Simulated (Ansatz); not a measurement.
# AlCl2H2N: the cost of one run

All numbers below are computed with Ansatz 0.2.0 (RKS r2SCAN-D4/6-31G).

## (1) The structure to begin with

Bond lengths: Al1–Cl2 2.230 Å, Al1–N3 1.920 Å, N3–H4 1.060 Å, N3–H5 1.060 Å, Al1–Cl6 2.230 Å. Angles: Cl2–Al1–N3 120.0°, Cl2–Al1–Cl6 120.0°, N3–Al1–Cl6 120.0°, Al1–N3–H4 120.0°, Al1–N3–H5 120.0°, H4–N3–H5 120.0°.

Coordinates:

```xyz
6

Al    0.0000    0.0000    0.0000
Cl    0.0000    0.0000    2.2300
N     1.6627    0.0000   -0.9600
H     2.1293   -0.9179   -1.2118
H     2.1141    0.9179   -1.2382
Cl   -1.9312    0.0000   -1.1150
```

## (2) Relaxing the start

Input file input.yaml:

```yaml
crystal:
  periodic: [false, false, false]
  atoms:
    - { symbol: Al, position_ang: [0.0, 0.0, 0.0] }
    - { symbol: Cl, position_ang: [0.0, 0.0, 2.23] }
    - { symbol: "N", position_ang: [1.6627, 0.0, -0.96] }
    - { symbol: H, position_ang: [2.1293, -0.9179, -1.2118] }
    - { symbol: H, position_ang: [2.1141, 0.9179, -1.2382] }
    - { symbol: Cl, position_ang: [-1.9312, 0.0, -1.115] }
basis:
  gaussian: { orbitals: "6-31G" }
hamiltonian:
  xc: r2scan
  dispersion: d4
relax:
  f_tol: 0.02
  max_steps: 40
```

Run with:

```sh
> ansatz run input.yaml --threads 1 --pin off --max-ram 2048MiB --backend cpu --events-out ev --progress --plain --runs-dir out
```

Q: Estimate wall time and peak memory on 1 thread of Arm Neoverse V1, shared host.

About 45 s, with a peak of 0.15 GiB.
